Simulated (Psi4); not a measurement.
# InNH3O (SMILES [NH2][In][OH]): U-revPBE/def2-SVPD (core potential)

Aim: the vertical ionisation energy of InNH3O at U-revPBE/def2-SVPD (core potential), from 2 runs. 

The results are computed with Psi4 1.11.

**1. The structure to begin with**

InNH3O has 6 atoms, charge 0, and is taken as a doublet. SMILES: `[NH2][In][OH]`. The coordinates come from a PBE0-D4/def2-TZVP relaxation. This is one conformer, not always the lowest.

Bond lengths: N1–In2 2.069 Å, In2–O3 2.009 Å, N1–H4 1.014 Å, N1–H5 1.016 Å, O3–H6 0.960 Å. Angles: N1–In2–O3 111.2°, In2–N1–H4 113.5°, In2–N1–H5 111.0°, In2–O3–H6 114.3°, H4–N1–H5 107.4°.

**2. Energy and gradient at U-revPBE/def2-SVPD (core potential)**

run.py

```python
import psi4

psi4.set_memory(1600000000)
psi4.set_num_threads(1)
psi4.set_output_file('psi4.out', False)

molecule = psi4.geometry("""
0 2
N
In 1 2.0686
O 2 2.009148 1 111.22031
H 1 1.013701 2 113.4718 3 164.36682
H 1 1.016462 4 107.3687 2 122.98466
H 3 0.960076 2 114.27003 1 179.09816
units angstrom
symmetry c1
no_reorient
no_com
""")

options = {'reference': 'uks', 'puream': True, 'e_convergence': 1e-09, 'd_convergence': 1e-08, 'scf_type': 'pk', 'dft_radial_points': 99, 'dft_spherical_points': 590, 'maxiter': 200}
psi4.set_options(options)

result, w = psi4.gradient('revpbe/def2-SVPD', return_wfn=True)
print('gradient / Eh bohr^-1')
print(result.np.round(6))
print(f'energy = {w.energy():.10f} Eh')
```

On the command line:

```console
$ python run.py
```

psi4.out, cut to the lines that bear on the results:

```text
[...]
    !!!  WARNING: ECP capability is in beta. Please check occupations closely.  !!!
[...]
  Running in c1 symmetry.
[...]
  Nuclear repulsion =  118.833854825250114
[...]
  Multiplicity = 2
[...]
  Nalpha       = 20
  Nbeta        = 19
[...]
    Number of basis functions: 99
[...]
   @UKS iter   1:  -321.11440873606080   -4.50934e-01   1.27916e-02 ADIIS/DIIS
[...]
   @UKS iter  15:  -321.83619062342376   -3.12639e-12   5.28549e-09 DIIS
[...]
   @S^2 Observed:                7.529957014E-01
[...]
    Orbital Energies [Eh]
    ---------------------
    Alpha Occupied:
       1A    -18.759116     2A    -14.001238     3A     -4.477763
       4A     -2.923066     5A     -2.918103     6A     -2.914561
       7A     -0.862992     8A     -0.761903     9A     -0.685589
      10A     -0.685480    11A     -0.683103    12A     -0.678072
      13A     -0.673828    14A     -0.424686    15A     -0.411942
      16A     -0.343290    17A     -0.289980    18A     -0.251332
      19A     -0.232623    20A     -0.183771
    Alpha Virtual:
      21A     -0.062996    22A     -0.020340    23A     -0.015897
      24A      0.008170    25A      0.043319    26A      0.049271
[...]
  @UKS Final Energy:  -321.83619062342376
   => Energetics <=
    Nuclear Repulsion Energy =            118.8338548252501141
    One-Electron Energy =                -751.6252515472340292
    Two-Electron Energy =                 344.2792626518787529
    DFT Exchange-Correlation Energy =     -33.3240565533185844
    Empirical Dispersion Energy =           0.0000000000000000
    VV10 Nonlocal Energy =                  0.0000000000000000
    Total Energy =                       -321.8361906234237608
[...]
 Multipole Moments:
 ------------------------------------------------------------------------------------
     Multipole            Electronic (a.u.)      Nuclear  (a.u.)        Total (a.u.)
 ------------------------------------------------------------------------------------
 L = 1.  Multiply by 2.5417464519 to convert [e a0] to [Debye]
 Dipole X            :          0.8851549           -1.2332315           -0.3480766
 Dipole Y            :         16.5412247          -15.7737837            0.7674410
 Dipole Z            :         12.4002152          -12.1993240            0.2008912
 Magnitude           :                                                    0.8663026
[...]
  -Total Gradient:
     Atom            X                  Y                   Z
    ------   -----------------  -----------------  -----------------
       1       -0.009221278281     0.002484882077     0.007139145518
       2       -0.000309617974    -0.021895578095    -0.009456783022
       3       -0.000116527141     0.019775604594     0.004808803707
       4        0.002440179136    -0.009921256777     0.005838293886
       5        0.007329174085     0.007514503433     0.005308352602
       6       -0.000108131254     0.001961405847    -0.013632168485
[...]
```

On the terminal:

```text
gradient / Eh bohr^-1
[[-0.009221  0.002485  0.007139]
 [-0.00031  -0.021896 -0.009457]
 [-0.000117  0.019776  0.004809]
 [ 0.00244  -0.009921  0.005838]
 [ 0.007329  0.007515  0.005308]
 [-0.000108  0.001961 -0.013632]]
energy = -321.8361906234 Eh
```

It took 26 s on 1 thread of Intel Xeon 6975P-C (Granite Rapids), shared host; peak memory 0.69 GiB.

**3. The singlet cation: the energy at revPBE/def2-SVPD (core potential)**

job.py

```python
import psi4

psi4.set_memory('1600 MB')
psi4.set_num_threads(1)
psi4.core.set_output_file('h3inno.out', False)

m = psi4.geometry("""
1 1
N     -1.85268749    -0.41158235    -1.97362996
In     1.77804331    -0.18273652    -0.54310729
O      1.76311447    -0.20427939     3.25354147
H     -1.97476380     0.06500658    -3.82499465
H     -3.04661646     0.74001675    -1.00514533
H      3.41208949    -0.12698960     4.00621938
units bohr
symmetry c1
""")

options = {'basis': 'def2-SVPD', 'puream': True, 'e_convergence': 1e-09, 'd_convergence': 1e-08, 'scf_type': 'pk', 'dft_radial_points': 99, 'dft_spherical_points': 590}
psi4.set_options(options)

E, wfn = psi4.energy('REVPBE', return_wfn=True)
psi4.oeprop(wfn, 'WIBERG_LOWDIN_INDICES', 'DIPOLE', 'MULLIKEN_CHARGES')
print('E =', round(E, 9))
```

On the command line:

```console
$ python job.py
```

h3inno.out, cut to the lines that bear on the results:

```text
[...]
    !!!  WARNING: ECP capability is in beta. Please check occupations closely.  !!!
[...]
  Running in c1 symmetry.
[...]
  Nuclear repulsion =  118.833842534482315
[...]
  Multiplicity = 1
[...]
  Nalpha       = 19
  Nbeta        = 19
[...]
    Number of basis functions: 99
[...]
   @RKS iter   1:  -320.94489546860865   -3.22408e-01   1.16937e-02 DIIS/ADIIS
[...]
   @RKS iter  14:  -321.54286858504747   -3.35376e-12   6.86283e-09 DIIS
[...]
  @RKS Final Energy:  -321.54286858504747
   => Energetics <=
    Nuclear Repulsion Energy =            118.8338425344823150
    One-Electron Energy =                -741.9538644318786282
    Two-Electron Energy =                 334.6186303638308459
    DFT Exchange-Correlation Energy =     -33.0414770514820049
    Empirical Dispersion Energy =           0.0000000000000000
    VV10 Nonlocal Energy =                  0.0000000000000000
    Total Energy =                       -321.5428685850474722
[...]
 Multipole Moments:
 ------------------------------------------------------------------------------------
     Multipole            Electronic (a.u.)      Nuclear  (a.u.)        Total (a.u.)
 ------------------------------------------------------------------------------------
 L = 1.  Multiply by 2.5417464519 to convert [e a0] to [Debye]
 Dipole X            :         17.6480827          -17.1659234            0.4821593
 Dipole Y            :          0.2901205            0.0618684            0.3519889
 Dipole Z            :        -11.1322810           10.2217408           -0.9105401
 Magnitude           :                                                    1.0887870
[...]
  Mulliken Charges: (a.u.)
   Center  Symbol    Alpha    Beta     Spin     Total
       1     N     3.45376  3.45376  0.00000  0.09247
       2    IN     9.95972  9.95972  0.00000  1.08056
       3     O     4.22709  4.22709  0.00000 -0.45418
       4     H     0.49022  0.49022  0.00000  0.01957
       5     H     0.47472  0.47472  0.00000  0.05056
       6     H     0.39449  0.39449  0.00000  0.21101
   Total alpha = 19.00000, Total beta = 19.00000, Total charge =  1.00000
  Wiberg Bond Indices using Orthogonal Lowdin Orbitals:
[...]
```

On the terminal:

```text
E = -321.542868585
```

Run time: 14 s. Hardware: 1 thread of Intel Xeon 6975P-C (Granite Rapids), shared host; peak memory 0.68 GiB.

**4. Results**

Level: U-revPBE/def2-SVPD (core potential).

```
                                          quantity          value
                      doublet InNH3O: total energy  -321.83619 Eh
                     doublet InNH3O: dipole moment         2.20 D
doublet InNH3O: HOMO energy (highest over α and β)       -5.00 eV
 doublet InNH3O: LUMO energy (lowest over α and β)       -4.04 eV
                              doublet InNH3O: ⟨S²⟩          0.753
          doublet InNH3O: largest force on an atom     1.227 eV/Å
                      singlet cation: total energy  -321.54287 Eh
                       singlet cation: HOMO energy      -12.35 eV
                       singlet cation: LUMO energy      -10.99 eV
                     singlet cation: HOMO–LUMO gap        1.36 eV
vertical ionisation energy (to the singlet cation)       7.982 eV
```

**Reading.** The vertical ionisation energy comes to 7.98 eV (770 kJ/mol). The largest force (doublet InNH3O) is 1.23 eV/Å: the shape isn't a stationary point for this species at this level. Only the singlet of the ionised species was computed; a triplet could lie lower. Mulliken charges (singlet cation) run from -0.45 on O3 to +1.08 on In2; in a basis this large or diffuse they mean little.
